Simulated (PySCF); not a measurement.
# LiSb−: bond curves at several levels of theory

The task here is to estimate one member of a computed series from the others.

Program: PySCF 2.14.0. Level of theory: Li aug-cc-pVDZ, Sb aug-cc-pVDZ-PP with ECP28, scalar-relativistic core potentials. These are calculated values, not measurements.

2 further runs of the same task are left out: 2 set aside as unsound or not needed.

Set-up of the first run:

The job is set up so:

| Quantity | Value |
| --- | --- |
| atoms | Li, Sb |
| charge | -1 |
| basis | Li aug-cc-pVDZ, Sb aug-cc-pVDZ-PP with ECP28 |
| Hamiltonian | scalar-relativistic core potentials |
| basis functions | 55 |
| electrons treated | 27 |
| masses in u | 7.0160, 120.9038 |
| levels | PBE0, PBE, r²SCAN, revPBE, MN15, BP86, CAM-B3LYP, MP2, SCS-MP2 |
| grid | 80 radial by 434 angular points |
| occupations | held fixed by the projection of orbital angular momentum |
| dissociation limit | Li + Sb−, each in its ground configuration |
| starting distance in angstrom | 2.750 |
| values of 2S to try | 1, 3 |

Run with:

```sh
OMP_NUM_THREADS=1 python dia.py task.json out
```

Among the steps run: Set-up; The PBE0 curve of the state that the search chose; Other states along the same grid; PBE (GGA); r²SCAN; revPBE; MN15 (hybrid meta-GGA); BP86; CAM-B3LYP (range-separated hybrid).

One of the session's tables, all rows but one given; the rest of the session is left out.

It belongs to the step «The curves together». Energy (eV) from each level's lowest point:

```
R (Å)  ROHF-MP2  ROHF-SCS-MP2    PBE  revPBE   BP86
2.208     0.358         0.349  0.365   0.400  0.363
2.311     0.160         0.156  0.167   0.191  0.165
2.414     0.050         0.049  0.055   0.069  0.054
2.491         ?             ?      ?       ?      ?
2.568     0.000         0.000  0.000   0.000  0.000
2.645     0.012         0.011  0.008   0.002  0.009
2.748     0.055         0.052  0.044   0.030  0.046
2.876     0.142         0.134  0.117   0.093  0.121
3.030     0.279         0.262  0.227   0.193  0.232
3.236     0.491         0.457  0.389   0.342  0.396
```

Estimate the missing values for R (Å) = 2.491.

Worked estimate for «ROHF-MP2». A straight line through the neighbours (2.414, 0.050) and (2.568, 0.000) gives 0.050 + (0.000 − 0.050) × (2.491 − 2.414) / (2.568 − 2.414) = 0.025; a parabola fitted to 4 rows on both sides gives 0.009.

As computed: ROHF-MP2: 0.011; ROHF-SCS-MP2: 0.011; PBE: 0.014; revPBE: 0.020; BP86: 0.013. In «ROHF-MP2» the line misses by +0.014 and the parabola by -0.002.

State 2 has its PBE0 minimum 0.03 eV higher. The other levels ran on the lowest alone.
